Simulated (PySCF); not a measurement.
# C₃H₇FOSi: geometry, spin-spin couplings

Wanted: the spin-spin couplings of C₃H₇FOSi (`CO[C@@H]1[SiH2][C@H]1F`), by calculation.

Computed with PySCF 2.14.0, with density-fitted response routines of our own, on a single molecule in the gas phase. Atoms count from 0, in the outputs and in this text.

### Step 1. The starting structure

13 atoms, charge 0, multiplicity 1; geometry from: GFN2-xTB. The atoms were then displaced at random by about 0.01 Å, so the start is not that level's minimum.

Bonds of the start (Å): C0–O1 1.42, O1–C2 1.41, C2–Si3 1.85, Si3–C4 1.90, C4–F5 1.37, C4–C2 1.53, C0–H6 1.09, C0–H7 1.07, C0–H8 1.12, C2–H9 1.09, Si3–H10 1.48, Si3–H11 1.45, C4–H12 1.06.

### Step 2. Optimising the geometry at PBE0-D3(BJ)/def2-SVP

What the job is given:

```
{"job": {"xc": "PBE0", "basis": "def2-SVP", "d3": "d3bj", "grid": 1, "shake": 0.01, "kind": "geom"}, "charge": 0, "multiplicity": 1}
C      2.026590     0.016120    -0.396640
O      1.050700    -0.019340     0.639790
C     -0.213380     0.494140     0.272150
Si    -1.686120    -0.150730     1.194940
C     -1.091770    -0.418880    -0.585450
F     -1.701770     0.206850    -1.646240
H      1.678540    -0.516470    -1.281820
H      2.934100    -0.402190    -0.018880
H      2.200420     1.085230    -0.675510
H     -0.156100     1.527640    -0.059030
H     -2.829050     0.772680     1.365150
H     -1.526170    -1.273710     2.099790
H     -0.680170    -1.338230    -0.918570
```

Run with:

```sh
$ OMP_NUM_THREADS=1 python probes_run.py task.json out
```

The driver reads the jobs from task.json and runs them one after another.

Log:

```text
step   0  E = -582.25553047  max force = 0.033966
step   1  E = -582.26129975  max force = 0.009400
step   2  E = -582.26180615  max force = 0.002708
step   3  E = -582.26196057  max force = 0.003868
step   4  E = -582.26209841  max force = 0.003880
step   5  E = -582.26220420  max force = 0.001740
step   6  E = -582.26223908  max force = 0.000673
step   7  E = -582.26225819  max force = 0.000758
step   8  E = -582.26226373  max force = 0.000825
step   9  E = -582.26226342  max force = 0.000461
step  10  E = -582.26226263  max force = 0.000391
optimisation converged
```

Wall time 67 s (1 thread of Arm Neoverse V1, shared host); peak memory 0.52 GiB.

The steps of the relaxation:

```tsv
step	energy from step 0 (eV)	largest force component (eV/Å)
0	0.0000	1.7466
1	-0.1570	0.4834
2	-0.1708	0.1393
3	-0.1750	0.1989
4	-0.1787	0.1995
5	-0.1816	0.0895
6	-0.1826	0.0346
7	-0.1831	0.0390
8	-0.1832	0.0424
9	-0.1832	0.0237
10	-0.1832	0.0201
```

Close pairs (by a distance rule), those that changed most:

```tsv
bond	before (Å)	after (Å)	change (Å)
C4–H12	1.061	1.101	+0.040
O1–C2	1.413	1.380	-0.033
Si3–H11	1.451	1.484	+0.033
C0–H7	1.068	1.098	+0.030
C2–Si3	1.854	1.879	+0.025
C0–O1	1.424	1.402	-0.022
C2–H9	1.087	1.109	+0.022
C0–H6	1.090	1.106	+0.016
```

The next job starts from the end point, and lists it.

```tsv
at the end point	value
point group (found at 0.08 Å tolerance)	C1
rotational constants (GHz, main isotopes)	3.903, 2.181, 1.506
dipole moment (D)	0.54
```

### Step 3. Indirect couplings: B3LYP/cc-pVTZ

What the job is given:

```
{"job": {"kind": "j", "xc": "B3LYP", "basis": "cc-pVTZ"}, "charge": 0, "multiplicity": 1}
C      1.948118     0.242320    -0.647068
O      1.180719    -0.026931     0.495009
C     -0.138669     0.354355     0.357216
Si    -1.601920    -0.311770     1.329060
C     -1.097033    -0.472709    -0.477336
F     -1.697839     0.107563    -1.552332
H      1.561298    -0.283853    -1.540122
H      2.972288    -0.102238    -0.450180
H      1.973630     1.325437    -0.874091
H     -0.294535     1.433077     0.155108
H     -2.594918     0.699914     1.765893
H     -1.505829    -1.533843     2.164710
H     -0.697519    -1.470747    -0.716970
```

With the program's defaults for keys left out, this is: B3LYP/cc-pVTZ indirect spin-spin coupling, non-relativistic, gas phase.

Log:

```text
coarse grid: 11400 points
cycle   1  E = -583.0599973909  dE =  7.053e-01  |g| = 7.222e-01  |ddm| = 7.078e+00
cycle   2  E = -582.9070389990  dE =  1.530e-01  |g| = 1.182e+00  |ddm| = 2.609e+00
cycle   3  E = -583.1506470726  dE = -2.436e-01  |g| = 8.408e-02  |ddm| = 1.731e+00
cycle   4  E = -583.1516056713  dE = -9.586e-04  |g| = 4.477e-02  |ddm| = 1.460e-01
cycle   5  E = -583.1519246503  dE = -3.190e-04  |g| = 1.469e-02  |ddm| = 7.210e-02
cycle   6  E = -583.1519599445  dE = -3.529e-05  |g| = 2.524e-03  |ddm| = 2.184e-02
cycle   7  E = -583.1519613491  dE = -1.405e-06  |g| = 4.969e-04  |ddm| = 4.749e-03
final grid: 105968 points
cycle   8  E = -583.1489536539  dE = -6.315e-05  |g| = 7.600e-03  |ddm| = 8.521e-02
cycle   9  E = -583.1489387486  dE =  1.491e-05  |g| = 1.188e-02  |ddm| = 2.499e-02
cycle  10  E = -583.1489640972  dE = -2.535e-05  |g| = 9.092e-04  |ddm| = 1.468e-02
cycle  11  E = -583.1489642566  dE = -1.595e-07  |g| = 2.796e-04  |ddm| = 1.763e-03
cycle  12  E = -583.1489642739  dE = -1.727e-08  |g| = 6.382e-05  |ddm| = 5.202e-04
cycle  13  E = -583.1489642747  dE = -8.507e-10  |g| = 2.028e-05  |ddm| = 1.294e-04
converged SCF energy = -583.1489642747

Indirect spin-spin couplings (Hz)
  i      j    bonds     total        FC       PSO       DSO        SD
  0 C    1 O    1     28.176    28.541    -0.251    -0.114         -
  0 C    2 C    2     -3.835    -3.516    -0.311    -0.008         -
  0 C    3 Si   3     -9.782    -9.958     0.095     0.062     0.018
  0 C    4 C    3      2.169     2.183    -0.028     0.014         -
  0 C    5 F    4      1.261     1.379     0.089    -0.054    -0.152
  0 C    6 H    1    128.962   127.681     0.489     0.791         -
  0 C    7 H    1    133.303   132.057     0.534     0.713         -
  0 C    8 H    1    128.518   127.237     0.515     0.766         -
  0 C    9 H    3      2.859     2.812     0.053    -0.006         -
  0 C   10 H    4      0.679     0.789     0.192    -0.302         -
  0 C   11 H    4      0.247     0.317     0.187    -0.257         -
  1 O    2 C    1     36.844    36.074     0.928    -0.158         -
  1 O    3 Si   2      9.190     9.172     0.058    -0.008    -0.032
  1 O    4 C    2      4.512     4.059     0.466    -0.013         -
  1 O    5 F    3      7.277     5.427     2.978     0.136    -1.264
  1 O    6 H    2     -2.323    -1.777    -0.676     0.129         -
  1 O    7 H    2    -12.444   -11.751    -0.772     0.079         -
  1 O    8 H    2     -2.420    -1.913    -0.644     0.137         -
  1 O    9 H    2     -3.387    -2.811    -0.682     0.106         -
  1 O   10 H    3     -0.608    -0.691    -0.101     0.184         -
  1 O   11 H    3      1.309     1.433    -0.140     0.016         -
  1 O   12 H    3     -5.163    -5.142     0.061    -0.083         -
  2 C    3 Si   1    -25.393   -26.875     0.757    -0.118     0.842
  2 C    4 C    1      4.512     6.194    -2.019     0.338         -
  2 C    5 F    2     -9.727    -7.826    -1.992     0.019     0.072
  2 C    6 H    3      1.704     1.701    -0.085     0.088         -
  2 C    7 H    3     12.629    12.717     0.454    -0.542         -
  2 C    8 H    3      1.973     1.912    -0.024     0.085         -
  2 C    9 H    1    140.895   139.220     0.324     1.351         -
  2 C   10 H    2      2.909     2.956     0.130    -0.177         -
  2 C   11 H    2     -2.225    -2.091     0.158    -0.292         -
  2 C   12 H    2     -2.401    -2.286    -0.166     0.051         -
  3 Si   4 C    1    -21.213   -23.066     1.027    -0.118     0.945
  3 Si   5 F    2    -20.687   -19.332    -4.142     0.145     2.643
  3 Si   6 H    4      0.588     0.546    -0.190     0.179     0.053
  3 Si   7 H    4     -1.114    -1.140    -0.192     0.235    -0.016
  3 Si   8 H    4      0.497     0.490    -0.165     0.204    -0.031
  3 Si   9 H    2      3.377     3.174    -0.172     0.069     0.305
  3 Si  10 H    1   -202.131  -202.851     0.874    -0.225     0.071
  3 Si  11 H    1   -200.670  -201.421     0.908    -0.224     0.066
  3 Si  12 H    2      0.651     0.303    -0.056     0.104     0.300
  4 C    5 F    1   -326.705  -359.708    18.417     0.892    13.694
  4 C    6 H    4      0.290     0.255    -0.324     0.359         -
  4 C    7 H    4     -0.227    -0.196     0.222    -0.253         -
  4 C    8 H    4      0.710     0.717     0.080    -0.086         -
  4 C    9 H    2     -2.817    -2.710    -0.203     0.096         -
  4 C   10 H    2     -2.458    -2.267     0.095    -0.287         -
  4 C   11 H    2      2.975     3.016     0.149    -0.191         -
  4 C   12 H    1    155.092   153.908    -0.126     1.309         -
  5 F    6 H    5      1.468     1.617    -0.371     0.559    -0.336
  5 F    7 H    5     -0.700    -0.455     0.844    -1.026    -0.063
  5 F    9 H    3     28.202    27.482     1.004     0.453    -0.738
  5 F   10 H    3      5.283     4.631     1.881    -0.449    -0.779
  5 F   11 H    3     -2.107    -1.414     1.280    -1.554    -0.420
  5 F   12 H    2     52.153    43.154    11.885    -1.129    -1.757
  6 H    7 H    2    -10.093    -9.919     2.201    -2.375         -
  6 H    8 H    2     -7.378    -7.269     2.030    -2.139         -
  6 H    9 H    4      1.107     1.069     0.546    -0.508         -
  6 H   10 H    5     -0.402    -0.021     0.729    -1.110         -
  6 H   11 H    5     -0.221    -0.003     0.529    -0.747         -
  6 H   12 H    5      0.201    -0.155    -1.453     1.810         -
  7 H    8 H    2    -10.140    -9.950     2.256    -2.446         -
  7 H    9 H    4     -0.432    -0.233     1.541    -1.739         -
  7 H   11 H    5     -0.241    -0.092     0.589    -0.738         -
  8 H    9 H    4      0.916     0.571    -1.209     1.554         -
  8 H   10 H    5     -0.289    -0.058     0.495    -0.726         -
  8 H   11 H    5     -0.176     0.140     0.824    -1.140         -
  8 H   12 H    5     -0.197    -0.125     0.872    -0.944         -
  9 H   10 H    3      4.144     4.059    -0.253     0.339         -
  9 H   11 H    3      1.035     2.164     1.204    -2.333         -
  9 H   12 H    3      5.570     5.968     2.062    -2.459         -
 10 H   11 H    2     24.371    25.903     0.909    -2.441         -
 10 H   12 H    3      0.734     1.836     1.235    -2.337         -
 11 H   12 H    3      2.368     2.354    -0.120     0.134         -
```

Run time: 68 s. Hardware: 1 thread of Arm Neoverse V1, shared host; peak memory 0.98 GiB.

The basis is not made for couplings: without tight functions at the nuclei these values are rough.

Couplings of 1 Hz or more, nine at most for each number of bonds, with means over like pairs (isotopes 13C, 19F, 1H, 17O, 29Si):

```tsv
pair	bonds	J (Hz)	Fermi contact (Hz)	dihedral (°)
C4–F5	1	-326.7	-359.7	–
Si3–H10	1	-202.1	-202.9	–
Si3–H11	1	-200.7	-201.4	–
C4–H12	1	155.1	153.9	–
C2–H9	1	140.9	139.2	–
C0–H6	1	130.3	129.0	–
O1–C2	1	36.8	36.1	–
C0–O1	1	28.2	28.5	–
C2–Si3	1	-25.4	-26.9	–
F5–H12	2	52.2	43.2	–
H10–H11	2	24.4	25.9	–
Si3–F5	2	-20.7	-19.3	–
C2–F5	2	-9.7	-7.8	–
H6–H7	2	-9.2	-9.0	–
O1–Si3	2	9.2	9.2	–
O1–H6	2	-5.7	-5.1	–
O1–C4	2	4.5	4.1	–
C0–C2	2	-3.8	-3.5	–
F5–H9	3	28.2	27.5	18
C0–Si3	3	-9.8	-10.0	158
O1–F5	3	7.3	5.4	-120
H9–H12	3	5.6	6.0	151
C2–H6	3	5.4	5.4	–
F5–H10	3	5.3	4.6	-12
O1–H12	3	-5.2	-5.1	14
H9–H10	3	4.1	4.1	-6
C0–H9	3	2.9	2.8	-60
C0–F5	4	1.3	1.4	–
```

The spin-dipole term was solved for some atoms only; pairs without it lack that part.

The response was solved for the nuclei of C, F, H, Si alone, so couplings that need other nuclei can be missing.

Quadrupole couplings from the field gradients of the same density:

```tsv
atom	isotope	eQq/h (MHz)	η
O1	17O	-11.6	0.97
```

### Step 4. Indirect couplings: B3LYP/6-31G*

Same as in step 3 but for these lines:

```diff
@@ -1,2 +1,2 @@
-{"job": {"kind": "j", "xc": "B3LYP", "basis": "cc-pVTZ"}, "charge": 0, "multiplicity": 1}
+{"job": {"kind": "j", "xc": "B3LYP", "basis": "6-31G*"}, "charge": 0, "multiplicity": 1}
 C      1.948118     0.242320    -0.647068
```

Method: B3LYP/6-31G* indirect spin-spin coupling, non-relativistic, gas phase.

Log:

```text
coarse grid: 11400 points
cycle   1  E = -582.9451914430  dE =  7.238e-01  |g| = 7.012e-01  |ddm| = 3.295e+00
cycle   2  E = -582.8175934631  dE =  1.276e-01  |g| = 1.089e+00  |ddm| = 1.725e+00
cycle   3  E = -583.0391876443  dE = -2.216e-01  |g| = 6.950e-02  |ddm| = 1.144e+00
cycle   4  E = -583.0398748474  dE = -6.872e-04  |g| = 3.901e-02  |ddm| = 8.749e-02
cycle   5  E = -583.0401786042  dE = -3.038e-04  |g| = 1.049e-02  |ddm| = 4.429e-02
cycle   6  E = -583.0402026943  dE = -2.409e-05  |g| = 1.891e-03  |ddm| = 1.298e-02
cycle   7  E = -583.0402036446  dE = -9.503e-07  |g| = 4.411e-04  |ddm| = 2.310e-03
final grid: 105968 points
cycle   8  E = -582.9926132155  dE = -1.292e-05  |g| = 6.234e-03  |ddm| = 1.417e-02
cycle   9  E = -582.9926033012  dE =  9.914e-06  |g| = 9.497e-03  |ddm| = 1.203e-02
cycle  10  E = -582.9926214420  dE = -1.814e-05  |g| = 7.389e-04  |ddm| = 7.317e-03
cycle  11  E = -582.9926215726  dE = -1.306e-07  |g| = 1.359e-04  |ddm| = 7.926e-04
cycle  12  E = -582.9926215769  dE = -4.269e-09  |g| = 3.879e-05  |ddm| = 1.646e-04
cycle  13  E = -582.9926215772  dE = -3.105e-10  |g| = 1.295e-05  |ddm| = 5.039e-05
converged SCF energy = -582.9926215772

Indirect spin-spin couplings (Hz)
  i      j    bonds     total        FC       PSO       DSO        SD
  0 C    1 O    1     15.468    15.881    -0.292    -0.122         -
  0 C    2 C    2     -5.075    -4.838    -0.229    -0.007         -
  0 C    3 Si   3     -8.762    -8.962     0.119     0.062     0.020
  0 C    4 C    3      1.961     1.963    -0.016     0.014         -
  0 C    5 F    4      0.449     0.570     0.049    -0.049    -0.122
  0 C    6 H    1    149.506   148.450     0.207     0.848         -
  0 C    7 H    1    152.528   151.529     0.222     0.778         -
  0 C    8 H    1    149.576   148.526     0.228     0.823         -
  0 C    9 H    3      2.575     2.535     0.041     0.000         -
  0 C   10 H    4      0.451     0.616     0.135    -0.299         -
  1 O    2 C    1     21.777    21.268     0.675    -0.166         -
  1 O    3 Si   2      8.745     8.762     0.020    -0.008    -0.030
  1 O    4 C    2      2.923     2.545     0.393    -0.015         -
  1 O    5 F    3      5.456     3.949     2.572     0.126    -1.192
  1 O    6 H    2     -2.896    -2.466    -0.541     0.111         -
  1 O    7 H    2    -12.265   -11.714    -0.621     0.070         -
  1 O    8 H    2     -2.756    -2.354    -0.522     0.120         -
  1 O    9 H    2     -3.397    -2.967    -0.517     0.087         -
  1 O   10 H    3     -0.380    -0.490    -0.071     0.181         -
  1 O   11 H    3      1.215     1.316    -0.117     0.016         -
  1 O   12 H    3     -4.509    -4.477     0.056    -0.088         -
  2 C    3 Si   1    -40.950   -42.026     0.430    -0.119     0.765
  2 C    4 C    1     18.823    20.131    -1.646     0.338         -
  2 C    5 F    2      1.374     3.116    -1.795     0.037     0.016
  2 C    6 H    3      1.728     1.713    -0.077     0.092         -
  2 C    7 H    3     11.542    11.781     0.298    -0.536         -
  2 C    8 H    3      2.316     2.276    -0.048     0.089         -
  2 C    9 H    1    168.063   166.581     0.079     1.404         -
  2 C   10 H    2      1.598     1.658     0.109    -0.169         -
  2 C   11 H    2     -1.850    -1.670     0.103    -0.283         -
  2 C   12 H    2     -2.018    -1.917    -0.163     0.062         -
  3 Si   4 C    1    -38.172   -39.578     0.683    -0.119     0.842
  3 Si   5 F    2    -31.587   -30.611    -3.753     0.133     2.644
  3 Si   6 H    4      0.755     0.583    -0.054     0.179     0.047
  3 Si   7 H    4     -0.782    -0.919    -0.078     0.233    -0.017
  3 Si   8 H    4      0.618     0.479    -0.032     0.203    -0.032
  3 Si   9 H    2      3.717     3.349     0.052     0.064     0.252
  3 Si  10 H    1   -226.959  -226.999     0.680    -0.258    -0.383
  3 Si  11 H    1   -226.309  -226.353     0.689    -0.256    -0.389
  3 Si  12 H    2      1.067     0.599     0.116     0.098     0.254
  4 C    5 F    1   -257.932  -287.740    18.020     0.996    10.792
  4 C    6 H    4      0.597     0.469    -0.229     0.358         -
  4 C    7 H    4     -0.332    -0.244     0.162    -0.250         -
  4 C    8 H    4      0.673     0.696     0.061    -0.084         -
  4 C    9 H    2     -2.063    -1.979    -0.191     0.107         -
  4 C   10 H    2     -2.019    -1.788     0.047    -0.279         -
  4 C   11 H    2      1.791     1.850     0.125    -0.184         -
  4 C   12 H    1    177.549   176.507    -0.325     1.367         -
  5 F    6 H    5      1.527     1.449    -0.199     0.575    -0.298
  5 F    7 H    5     -0.881    -0.400     0.570    -1.002    -0.049
  5 F    8 H    5     -0.165     0.045    -0.011    -0.113    -0.086
  5 F    9 H    3     22.748    22.078     0.693     0.505    -0.527
  5 F   10 H    3      4.848     4.191     1.736    -0.414    -0.665
  5 F   11 H    3     -1.948    -1.162     1.016    -1.509    -0.294
  5 F   12 H    2     51.185    44.419     9.365    -0.955    -1.644
  6 H    7 H    2    -13.257   -12.144     1.135    -2.249         -
  6 H    8 H    2    -11.015   -10.036     1.034    -2.013         -
  6 H    9 H    4      1.181     1.411     0.251    -0.480         -
  6 H   10 H    5     -0.630    -0.022     0.493    -1.100         -
  6 H   11 H    5     -0.379     0.013     0.347    -0.739         -
  6 H   12 H    5      0.563    -0.139    -1.101     1.803         -
  7 H    8 H    2    -13.342   -12.201     1.180    -2.321         -
  7 H    9 H    4     -0.940    -0.262     1.033    -1.712         -
  7 H   10 H    5     -0.405     0.185     0.556    -1.146         -
  7 H   11 H    5     -0.427    -0.096     0.399    -0.730         -
  7 H   12 H    5     -0.235     0.002     0.338    -0.574         -
  8 H    9 H    4      1.278     0.709    -0.994     1.564         -
  8 H   10 H    5     -0.440    -0.048     0.326    -0.718         -
  8 H   11 H    5     -0.401     0.167     0.561    -1.129         -
  8 H   12 H    5     -0.475    -0.108     0.559    -0.925         -
  9 H   10 H    3      4.145     4.091    -0.306     0.361         -
  9 H   11 H    3      0.307     1.873     0.734    -2.300         -
  9 H   12 H    3      5.001     5.990     1.423    -2.413         -
 10 H   11 H    2     25.144    27.245     0.256    -2.357         -
 10 H   12 H    3      0.039     1.594     0.749    -2.303         -
 11 H   12 H    3      2.375     2.437    -0.219     0.157         -
```

Wall time 14 s (1 thread of Arm Neoverse V1, shared host); peak memory 0.59 GiB.

This basis has no tight s functions, so the Fermi-contact terms are rough.

This run: J(C4,F5) -257.9 Hz, J(Si3,H10) -227.0 Hz, J(Si3,H11) -226.3 Hz (means over like pairs).

### Step 5. Side by side: spin-spin couplings

Couplings (Hz), each a mean over the pairs like the one named, with basis size and wall time:

```tsv
run	C4–F5	Si3–H10	Si3–H11	C4–H12	C2–H9	C0–H6	F5–H12	functions	time
B3LYP/cc-pVTZ	-326.7	-202.1	-200.7	155.1	140.9	130.3	52.2	282	68 s
B3LYP/6-31G*	-257.9	-227.0	-226.3	177.5	168.1	150.5	51.2	102	14 s
```

### Step 6. Results

| quantity | value |
| --- | --- |
| point group | C1 |
| rotational constants (main isotopes) | 3.90, 2.18, 1.51 GHz |
| largest coupling of the table (B3LYP/cc-pVTZ) | 1J(C,F) C4–F5, -326.7 Hz |
| range of J(C4,F5), mean over like pairs | -326.7 to -257.9 Hz |

What this shows: Relaxing lowered the energy by 0.183 eV in 10 steps; the close pair that moved most is C4–H12, from 1.061 to 1.101 Å. No frequency check was run at this level, so the end point may be a saddle. In the run at B3LYP/cc-pVTZ, the largest coupling of the table is C4–F5, -326.7 Hz, of which the Fermi-contact term gives -359.7 Hz. Couplings across rotatable bonds belong to this one conformer; where others are populated, the observed values are averages. The coupling C4–F5, as a mean over pairs of its kind, runs from -326.7 Hz (B3LYP/cc-pVTZ) to -257.9 Hz (B3LYP/6-31G*). Couplings from bases without tight functions are rough.
